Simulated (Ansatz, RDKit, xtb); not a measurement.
# C2H8Ge2Si: ranking a sample of isomers

A sample of isomers of C2H8Ge2Si is drawn. Aim: find which of them has the lowest free energy at 298.15 K, then its properties. The sample is small against all isomers, and the most stable one of this formula need not be in it.

The funnel: GFN2-xTB relaxations, single points with a density functional, relaxations at B3LYP/def2-SVP, harmonic vibrations (at GFN2-xTB), and a last energy at a higher level. All values are calculated.

## Step 1: Drawing up candidates

Isomers were taken from a list of plausible structures; this is a sample, not all of them. That gives 4 candidates.

```tsv
label	SMILES	spin
c259	C#[C][Ge@@H]([SiH3])[GeH3]	singlet
c742	C#[C][GeH2][SiH2][GeH3]	singlet
c750	C#C[SiH]([GeH3])[GeH3]	singlet
c856	C#C[SiH2][GeH2][GeH3]	singlet
```

Candidates are built by distance geometry, with a force field where one applies, in up to four conformers (letters a to d).

Q: Predict the outcome of this search (final energies at CCSD(T)/def2-SVP + MP2/def2-TZVPP - MP2/def2-SVP).

| quantity | value |
| --- | --- |
| lowest structure found | C#C[SiH2][GeH2][GeH3], singlet |
| next finalist | C#C[SiH]([GeH3])[GeH3], singlet, 3.0 kcal/mol higher in G |
| share at equilibrium, among the finalists | 98.8 % |

The lowest structure found is `C#C[SiH2][GeH2][GeH3]`. Among the finalists first place is clear (3.0 kcal/mol); structures outside the list aren't covered. HF/STO-3G, r2SCAN-D4/def2-SVP, B3LYP/def2-SVP, HF/def2-SVP and MP2/def2-SVP already put its bonding pattern lowest among the structures in one piece; GFN2-xTB favours the singlet C#[C][Ge@@H]([SiH3])[GeH3]. The search is not exhaustive (a finite list of starts, one conformer a finalist), so a lower isomer can't be ruled out. Only 4 drawn patterns were tried, so whole families of isomers are missing, and the result ranks this sample alone.
